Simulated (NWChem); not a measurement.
# GeSiH5Cl (SMILES [SiH3][GeH2][Cl]): B3LYP/6-31G(d) (Cartesian functions)

Aim: the vertical singlet–triplet gap of GeSiH5Cl at B3LYP/6-31G* (Cartesian functions), from 2 runs. 

The results are computed with NWChem 7.3.0.

3 further runs of the same task are left out: 2 that didn't finish, 1 set aside as unsound or not needed. Runs told in other sessions of the task aren't counted.

### Step 1. The structure to begin with

GeSiH5Cl: 8 atoms, total charge 0, spin state singlet. SMILES: `[SiH3][GeH2][Cl]`. The coordinates come from a PBE0-D4/def2-TZVP relaxation.

Bond lengths: Si1–Ge2 2.380 Å, Ge2–Cl3 2.169 Å, Si1–H4 1.487 Å, Si1–H5 1.484 Å, Si1–H6 1.484 Å, Ge2–H7 1.537 Å, Ge2–H8 1.537 Å. Some angles: Si1–Ge2–Cl3 106.5°, Si1–Ge2–H7 114.0°, Si1–Ge2–H8 114.0°, Cl3–Ge2–H7 106.1°, Cl3–Ge2–H8 106.1°, Ge2–Si1–H4 109.5°, Ge2–Si1–H5 108.9°, Ge2–Si1–H6 108.9°, H7–Ge2–H8 109.6°, H4–Si1–H5 109.7°.

### Step 2. Energy and gradient at B3LYP/6-31G(d) (Cartesian functions)

File run.nw:

```
echo
start run
title "ClGeH5Si"
memory total 2200 mb

geometry units angstroms noautosym nocenter noautoz
  Si   -0.863600    0.827300   -0.302500
  Ge    0.738300   -0.882000    0.118400
  Cl    1.963100   -0.183700    1.766200
  H    -1.744900    0.416200   -1.427300
  H    -0.149800    2.078700   -0.658900
  H    -1.678500    1.035600    0.920200
  H     1.703100   -1.135200   -1.051200
  H     0.124600   -2.213900    0.579200
end

basis "ao basis"
  * library 6-31G*
end

dft
  xc b3lyp
  mult 1
  grid xfine
  convergence energy 1e-08
  iterations 100
  mulliken
end

task dft gradient
```

Run with:

```console
$ nwchem run.nw > run.out
```

Log:

```text
[...]
          Wavefunction type:  closed shell.
          No. of atoms     :     8
          No. of electrons :    68
[...]
          Charge           :     0
          Spin multiplicity:     1
[...]
          AO basis - number of functions:    83
[...]
              XC Information
              --------------
                         B3LYP Method XC Potential
                     Hartree-Fock (Exact) Exchange  0.200
                        Slater Exchange Functional  0.800 local
                    Becke 1988 Exchange Functional  0.720 non-local
              Lee-Yang-Parr Correlation Functional  0.810
                  VWN I RPA Correlation Functional  0.190 local
[...]
 d= 0,ls=0.0,diis     1  -2829.4518507985 -3.17D+03  1.38D-02  1.20D+00     6.3
[...]
 d= 0,ls=0.0,diis     8  -2829.5015558619  1.62D-09  6.69D-06  2.58D-07    39.5
         Total DFT energy =    -2829.501555861936
      One electron energy =    -4608.212947169142
           Coulomb energy =     1570.451226090346
    Exchange-Corr. energy =     -130.105502476757
 Nuclear repulsion energy =      338.365667693616
[...]
      Total Density - Mulliken Population Analysis
     ---------------------------------------------
    Atom       Charge   Shell Charges
 -----------   ------   -------------------------------------------------------
    1 Si  14    13.75   2.00  1.99  5.96  1.05  1.96  0.27  0.41  0.10
    2 Ge  32    31.98   2.00  1.99  6.00  1.93  5.99  1.35  2.19  0.08  0.23  6.92  2.96  0.34
    3 Cl  17    17.22   2.00  1.99  5.97  1.46  3.62  0.55  1.66 -0.03
    4 H    1     1.06   0.51  0.55
    5 H    1     1.04   0.51  0.54
    6 H    1     1.04   0.51  0.54
    7 H    1     0.95   0.49  0.47
    8 H    1     0.95   0.49  0.47
[...]
  wavefunction    = closed shell
                         DFT ENERGY GRADIENTS
    atom               coordinates                        gradient
                 x          y          z           x          y          z
   1 Si     -1.631967   1.563370  -0.571642    0.001873  -0.001580   0.000785
   2 Ge      1.395185  -1.666738   0.223744    0.004540   0.002319   0.005930
   3 Cl      3.709721  -0.347143   3.337634   -0.006798  -0.002808  -0.008441
   4 H      -3.297383   0.786504  -2.697206    0.000609  -0.000248   0.000423
   5 H      -0.283081   3.928173  -1.245140    0.000298  -0.000594   0.000149
   6 H      -3.171905   1.957000   1.738926    0.000508  -0.000449  -0.000073
   7 H       3.218392  -2.145217  -1.986480   -0.001798   0.000808   0.001936
   8 H       0.235460  -4.183664   1.094529    0.000768   0.002552  -0.000710
[...]
```

It took 64 s on 1 thread of Intel Xeon Platinum 8259CL at 2.50GHz (Skylake/Cascade Lake), shared host; peak memory 0.15 GiB.

### Step 3. The triplet: the energy at UB3LYP/6-31G(d) (Cartesian functions)

File clgeh5si.nw:

```
start clgeh5si
title "ClGeH5Si energy"
memory total 2200 mb
charge 0

geometry units angstrom noautosym nocenter noautoz
  Si    -0.863600     0.827300    -0.302500
  Ge     0.738300    -0.882000     0.118400
  Cl     1.963100    -0.183700     1.766200
  H     -1.744900     0.416200    -1.427300
  H     -0.149800     2.078700    -0.658900
  H     -1.678500     1.035600     0.920200
  H      1.703100    -1.135200    -1.051200
  H      0.124600    -2.213900     0.579200
end

basis cartesian
  * library 6-31G*
end

dft
  xc b3lyp
  mult 3
  grid xfine
  convergence energy 1e-08
  maxiter 100
  mulliken
  noprint "final vectors analysis"
end

task dft energy
```

Run with:

```console
$ nwchem clgeh5si.nw > clgeh5si.out
```

Log:

```text
[...]
          Wavefunction type:  spin polarized.
          No. of atoms     :     8
          No. of electrons :    68
[...]
          Charge           :     0
          Spin multiplicity:     3
[...]
          AO basis - number of functions:    83
[...]
              XC Information
              --------------
                         B3LYP Method XC Potential
                     Hartree-Fock (Exact) Exchange  0.200
                        Slater Exchange Functional  0.800 local
                    Becke 1988 Exchange Functional  0.720 non-local
              Lee-Yang-Parr Correlation Functional  0.810
                  VWN I RPA Correlation Functional  0.190 local
[...]
 d= 0,ls=0.0,diis     1  -2829.2166393180 -3.17D+03  1.53D-02  3.25D-01     8.3
[...]
 d= 0,ls=0.0,diis    14  -2829.2971875094 -1.50D-09  2.06D-06  7.34D-11    97.9
[...]
         Total DFT energy =    -2829.297187509422
      One electron energy =    -4607.610468445617
           Coulomb energy =     1569.996573883631
    Exchange-Corr. energy =     -130.048960641052
 Nuclear repulsion energy =      338.365667693616
[...]
      Total Density - Mulliken Population Analysis
     ---------------------------------------------
    Atom       Charge   Shell Charges
 -----------   ------   -------------------------------------------------------
    1 Si  14    13.69   2.00  1.99  5.96  1.08  1.88  0.25  0.40  0.12
    2 Ge  32    32.41   2.00  1.99  6.00  1.93  5.99  1.38  2.21  0.09  0.59  6.92  2.97  0.35
    3 Cl  17    16.98   2.00  1.99  5.97  1.49  3.54  0.47  1.55 -0.03
    4 H    1     1.03   0.50  0.53
    5 H    1     1.04   0.50  0.53
    6 H    1     1.04   0.50  0.53
    7 H    1     0.91   0.47  0.44
    8 H    1     0.91   0.47  0.44
[...]
      <S2> =      2.0033 (Exact =     2.0000)
[...]
```

Wall time 99 s (1 thread of Intel Xeon Platinum 8259CL at 2.50GHz (Skylake/Cascade Lake), shared host); peak memory 0.14 GiB.

### Step 4. Outcome

At B3LYP/6-31G* (Cartesian functions):

| quantity | value |
| --- | --- |
| singlet: total energy | -2829.50156 Eh |
| singlet: dipole moment | 2.40 D |
| singlet: HOMO energy | -7.82 eV |
| singlet: LUMO energy | -0.80 eV |
| singlet: HOMO–LUMO gap | 7.02 eV |
| singlet: largest force on an atom | 0.576 eV/Å |
| triplet: total energy | -2829.29719 Eh |
| triplet: dipole moment | 1.54 D |
| triplet: ⟨S²⟩ | 2.003 |
| vertical energy of the triplet above the singlet | 5.561 eV |

**Reading.** At this shape the triplet lies 5.56 eV (128 kcal/mol) above the singlet. The largest force (singlet) is 0.58 eV/Å: the shape isn't a stationary point for this species at this level.
